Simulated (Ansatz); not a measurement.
# FH₅N₃V: basis-set convergence

The task here is to estimate one member of a computed series from the others.

The runs use Ansatz 0.2.0, Gaussian basis; one geometry, several basis sets.

Plan: PBE0-D4/def2-SVP; ωB97M-V/def2-SVP; PBE0-D4/def2-QZVPP; ωB97M-V/def2-QZVPP; the functionals' def2-TZVPP values are taken from earlier runs.

### Structure used throughout

An earlier PBE0-D4 in a triple-zeta def2 set relaxation fixed the geometry.

SMILES `[NH]=[V]([NH2])([NH2])[F]`, 10 atoms, charge 0, spin multiplicity 1.

Atoms are counted from 1 here; the program's logs count them from 0.

Bond lengths: N1–V2 1.609 Å, N1–H6 1.012 Å, V2–N3 1.827 Å, V2–N4 1.827 Å, V2–F5 1.756 Å, N3–H7 1.011 Å, N3–H8 1.007 Å, N4–H9 1.011 Å, N4–H10 1.007 Å. Angles: V2–N1–H6 159.4°, N1–V2–N3 105.5°, N1–V2–N4 105.5°, N1–V2–F5 114.9°, N3–V2–N4 112.6°, N3–V2–F5 109.2°, N4–V2–F5 109.2°, V2–N3–H7 121.9°, V2–N3–H8 125.9°, H7–N3–H8 111.5°, V2–N4–H9 121.9°, V2–N4–H10 125.9°, H9–N4–H10 111.5°.

Set-up of the first run:

File in.yaml:

```yaml
crystal:
  periodic: [false, false, false]
  atoms:
    - {symbol: N, position_ang: [-1.274244, 0.695160, 0.856699]}
    - {symbol: V, position_ang: [-0.377700, -0.022208, -0.270102]}
    - {symbol: N, position_ang: [0.252096, -1.551285, 0.507037]}
    - {symbol: N, position_ang: [0.953682, 1.165865, -0.663779]}
    - {symbol: F, position_ang: [-1.235617, -0.436197, -1.745003]}
    - {symbol: H, position_ang: [-2.085612, 1.100917, 1.305376]}
    - {symbol: H, position_ang: [0.922611, -2.149844, 0.043454]}
    - {symbol: H, position_ang: [0.103012, -1.833441, 1.461955]}
    - {symbol: H, position_ang: [1.719117, 0.926833, -1.280021]}
    - {symbol: H, position_ang: [1.105854, 2.053001, -0.212617]}
basis:
  gaussian: {orbitals: def2-SVP}
hamiltonian: {xc: pbe0, dispersion: d4}
output: {orbitals: {seedname: orbitals}}
```

Launch:

```console
$ ansatz run in.yaml --threads 4 --pin off --events-out ev --progress --plain --max-ram 10444MiB
```

Steps of the session up to this table: PBE0-D4 in def2-SVP; ωB97M-V in def2-SVP; PBE0-D4 in def2-QZVPP; ωB97M-V in def2-QZVPP.

One of the session's tables, all rows but one given; the rest of the session is left out.

It belongs to the step «Functionals by basis». 

```
functional       basis  HOMO (eV)
   PBE0-D4    def2-SVP      -6.98
   PBE0-D4  def2-TZVPP      -7.30
   PBE0-D4  def2-QZVPP      -7.34
   ωB97M-V    def2-SVP      -9.25
   ωB97M-V  def2-TZVPP          ?
   ωB97M-V  def2-QZVPP      -9.62
```

Estimate the missing values for ωB97M-V, def2-TZVPP.

The run gave: HOMO (eV): -9.58. In the column «HOMO (eV)» it lies between ωB97M-V, def2-QZVPP (-9.62) and ωB97M-V, def2-SVP (-9.25).
